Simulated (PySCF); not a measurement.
# C₃H₈GeOS: electronic excitations

Wanted: the electronic excitations of C₃H₈GeOS (`C=C[O][GeH2][S]C`), by calculation.

The runs use PySCF 2.14.0, with density-fitted response routines of our own; the level of theory stands in each step. All values are computed, except where a source is named. Atoms count from 0, in the outputs and in this text.

**1. The starting structure**

14 atoms, charge 0, multiplicity 1; geometry from: GFN2-xTB.

Bonds of the start (Å): C0–C1 1.32, C1–O2 1.35, O2–Ge3 1.76, Ge3–S4 2.19, S4–C5 1.83, C0–H6 1.07, C0–H7 1.08, C1–H8 1.08, Ge3–H9 1.53, Ge3–H10 1.53, C5–H11 1.08, C5–H12 1.09, C5–H13 1.09.

**2. Ultraviolet spectrum: CAM-B3LYP/def2-SVPD**

What the job is given:

```
{"job": {"kind": "uv", "xc": "CAM-B3LYP", "basis": "def2-SVPD", "nstates": 8, "ntriplets": 3}, "charge": 0, "multiplicity": 1}
C     -3.008124    -0.027832    -0.625318
C     -2.451390     1.114234    -0.268100
O     -1.149288     1.330559     0.025109
Ge     0.201004     0.195181     0.041366
S      1.873295     1.512669     0.572052
C      3.237330     0.289193     0.555473
H     -4.058303    -0.086646    -0.839359
H     -2.425760    -0.931759    -0.713212
H     -3.025389     2.029867    -0.175173
H      0.346805    -0.455145    -1.330623
H     -0.073041    -0.902631     1.063919
H      4.136885     0.845559     0.794007
H      3.329471    -0.158630    -0.429020
H      3.065827    -0.475067     1.306713
```

Level: TDDFT CAM-B3LYP/def2-SVPD, vertical, gas phase, core orbitals frozen in the response.

What will the session give for the following? lowest singlet (CAM-B3LYP/def2-SVPD); brightest single state of those computed; lowest triplet. Wanted: lowest singlet; brightest single state of those computed; lowest triplet.

The runs gave:

```
                                quantity                        value
    lowest singlet (CAM-B3LYP/def2-SVPD)  5.25 eV (236 nm), f = 0.004
brightest single state of those computed  state 8, 7.03 eV, f = 0.301
                          lowest triplet                      4.44 eV
```

**Reading.** The lowest singlet, at 5.25 eV, is HOMO−1→LUMO 0.70, HOMO→LUMO 0.20 and is weak; of the 8 states computed, the strongest absorption comes from state 8 at 7.03 eV (the last computed, so partners may be missing). The lowest triplet lies 0.81 eV below the lowest singlet (triplets in Tamm-Dancoff, singlets in full TDDFT).
